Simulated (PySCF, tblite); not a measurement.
**C5H7FOSi: geometry, infrared bands and NMR shifts**

What infrared bands and NMR shifts should C5H7FOSi (`C=C/C(=C\[SiH3])C(=O)F`) show?

The runs use tblite 0.8.0 and PySCF 2.14.0, with density-fitted response routines of our own; the level of theory stands in each step. All values are computed, except where a source is named. Atoms are numbered from 0 throughout.

## 1. The starting structure

15 atoms, charge 0, multiplicity 1; geometry from: force field or distance geometry start.

Bonds of the start (Å): C0–C1 1.30, C1–C2 1.46, C2–C3 1.32, C3–Si4 1.83, C2–C5 1.45, C5–O6 1.25, C5–F7 1.38, C0–H8 1.08, C0–H9 1.08, C1–H10 1.09, C3–H11 1.10, Si4–H12 1.49, Si4–H13 1.47, Si4–H14 1.48.

## 2. Relaxing the molecule with GFN2-xTB

What the job is given:

```
{"job": {"kind": "relax", "xc": "GFN2-xTB", "basis": "xTB"}, "charge": 0, "multiplicity": 1}
C     -1.587400     0.755300    -1.510500
C     -0.528800     0.541900    -0.784200
C     -0.397700    -0.475800     0.256000
C      0.766700    -0.533600     0.883200
Si     2.164800     0.586000     0.496700
C     -1.432200    -1.405400     0.648400
O     -2.579500    -1.476700     0.157200
F     -1.148800    -2.302900     1.655600
H     -2.514900     0.204500    -1.430100
H     -1.573500     1.545400    -2.249700
H      0.331800     1.185000    -0.981500
H      0.947800    -1.270300     1.680900
H      1.835600     1.931800     1.038300
H      3.429300     0.124800     1.092800
H      2.282300     0.598000    -0.975000
```

Started as:

```sh
OMP_NUM_THREADS=1 python probes_run.py task.json out
```

One launch serves the whole session: the jobs run in the order shown.

**Question.** This job is followed by: GFN2-xTB harmonic vibrations, gas phase; GIAO PBE0/pcSseg-1 NMR shielding, non-relativistic, gas phase. Predict these results of the whole session: strongest single infrared mode (GFN2-xTB); zero-point energy (GFN2-xTB); ¹³C shifts against TMS (PBE0/pcSseg-1); ¹H shifts against TMS (PBE0/pcSseg-1, means over atoms taken as alike); ²⁹Si shifts against TMS (PBE0/pcSseg-1); ¹⁷O shifts against H2O (PBE0/pcSseg-1); ¹⁹F shifts against CFCl3 (PBE0/pcSseg-1); surface potential, 1st and 99th percentile.

**Answer**, as computed:

| quantity | value |
| --- | --- |
| strongest single infrared mode (GFN2-xTB) | 1825 cm⁻¹, 459 km/mol |
| zero-point energy (GFN2-xTB) | 62.0 kcal/mol |
| ¹³C shifts against TMS (PBE0/pcSseg-1) | 160.9, 154.7, 145.2, 138.3, 133.1 ppm |
| ¹H shifts against TMS (PBE0/pcSseg-1, means over atoms taken as alike) | 7.91, 7.35, 6.59, 6.05, 4.32 ppm |
| ²⁹Si shifts against TMS (PBE0/pcSseg-1) | -85.8 ppm |
| ¹⁷O shifts against H2O (PBE0/pcSseg-1) | 442.4 ppm |
| ¹⁹F shifts against CFCl3 (PBE0/pcSseg-1) | 35.5 ppm |
| surface potential, 1st and 99th percentile | -1.32 V and 1.29 V |

Over 58 steps the energy fell by 0.495 eV; of the close pairs, C5–O6 changed most, 1.250 to 1.184 Å. The lowest mode is imaginary (32i cm⁻¹), so the xTB geometry is not a minimum. The strongest single mode, at 1825 cm⁻¹, moves mainly C5 and O6. Unscaled tight-binding wavenumbers are off by several per cent, some by more. Its intensities can rank the bands wrongly. The most deshielded hydrogen is H11 (hydrogen on a β carbon of a C=C–C=O unit), at 7.91 ppm: olefinic region. At PBE0/pcSseg-1: The widest tensor belongs to O6: span 590 ppm, with a paramagnetic part of -508 ppm. By nearest atom (PBE0/pcSseg-1), the HOMO sits on C0 28 %; C1, C3 about 21 % each and the LUMO on C3 30 %; C2, C5 about 14 % each.
